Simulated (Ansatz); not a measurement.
# FeF3: the cost of one run

Method: DFT PBEsol, scalar-relativistic, plane waves, PAW, in Ansatz 0.2.0.

## (1) The system as given

It takes space group Pm-3m (No. 221, cubic). Conventional cell: a = 3.859 Å, b = 3.859 Å, c = 3.859 Å, α = 90.00°, β = 90.00°, γ = 90.00°. Fe (site symmetry m-3m) is surrounded by 6 F at 1.93 Å. F (site symmetry 4/mmm) has 2 Fe at 1.93 Å as nearest neighbours.

Coordinates:

```
Fe F
1.0
     3.85947    0.00000    0.00000
     0.00000    3.85947    0.00000
     0.00000    0.00000    3.85947
Fe F
1 3
Direct
  0.00000 0.00000 0.00000
  0.50000 0.00000 0.00000
  0.00000 0.00000 0.50000
  0.00000 0.50000 0.00000
```

This cell comes from an earlier session at PBEsol: 14.372 Å³/atom at 0.10 GPa, on a 8×8×8 mesh.

The changes: atom 3 (F) moved 0.02 Å along x; strain e1 = +0.01, atoms carried along.

## (2) Atom 3 (F) moved 0.02 Å along x

Contents of input.yaml:

```yaml
crystal:
  lattice:
    - [3.8594663562, 0.0, 0.0]
    - [0.0, 3.8594663562, 0.0]
    - [0.0, 0.0, 3.8594663562]
  atoms:
    - { symbol: Fe, position: [0.0, 0.0, 0.0], spin: 4.24 }
    - { symbol: F, position: [0.5, 0.0, 0.0] }
    - { symbol: F, position: [0.0051820636, 0.0, 0.5] }
    - { symbol: F, position: [0.0, 0.5, 0.0] }
basis:
  ecutwfc: 420
  ecutrho_ratio: 4
kpoints:
  mp_grid: { grid: [8, 8, 8] }
hamiltonian:
  xc: pbesol
scf:
  occupations: { method: gaussian, width: 0.05 }
  lower_state_search: "off"
output:
  forces: true
  stress: true
  eigenvalues: true
  populations: true
magnetization:
  spin_polarized: true
checkpoint:
  read: start.run
  write: ck
  compress: false
  write_wavefunctions: false
  write_every: 100000
```

start.run holds the converged state of the cell before the atoms were moved.

**Question.** How long does this run take on 4 threads of an Arm CPU, shared host, and how much memory does it need?

About 18 s, with a peak of 0.57 GiB.
